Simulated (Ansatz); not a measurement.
Crystal: MoI.

```
Mo I
1.0
     0.00000    3.17885    3.17885
     3.17885    0.00000    3.17885
     3.17885    3.17885    0.00000
Mo I
1 1
Direct
  0.00000 0.00000 0.00000
  0.75000 0.75000 0.75000
```

The cell was built by a generator and needn't be a form met in nature.

- Program: Ansatz 0.2.0
- Task: relaxation of cell and atoms
- Functional: LDA
- Potentials or basis: Ansatz PAW
- Cutoff: 420 eV (not typed: the program's choice for these potentials)
- k mesh: 5 × 5 × 5
- Occupations: fermi-dirac, width 0.05 eV
- Spin: no spin polarisation

At the start: volume 32.12 Å³/atom.

**Question.** Where does the relaxation end?

**Answer.** It ends after 6 steps and the volume is 26.48 Å³/atom (-17.6 %); space group F-43m (No. 216, to 0.05 Å).

Step by step:
| step | energy change (eV) | largest force (eV/Å) | volume (Å³) |
| --- | --- | --- | --- |
| 1 | 0.0000 | 0.0000 | 64.25 |
| 2 | -0.4643 | 0.0000 | 55.30 |
| 3 | -0.4855 | 0.0000 | 51.82 |
| 4 | -0.4931 | 0.0000 | 53.00 |
| 5 | -0.4931 | 0.0000 | 52.97 |
| 6 | -0.4915 | 0.0000 | 52.97 |

Final structure:
```
Mo I
1.0
     0.00000    2.98075    2.98075
     2.98075    0.00000    2.98075
     2.98075    2.98075    0.00000
Mo I
1 1
Direct
  0.00000 0.00000 0.00000
  0.75000 0.75000 0.75000
```

Caveat: the volume moved by over 15 % at a fixed basis, so the end points are rough; the plane-wave basis is chosen anew once the cell has moved, so the energies of steps on either side of that aren't comparable; an odd number of electrons without spin polarisation forces a metal; a magnetic or distorted state may lie lower; the PAW data sets come from PBE, with cores solved anew for the run's functional, which leaves a small shift of forces and pressure.
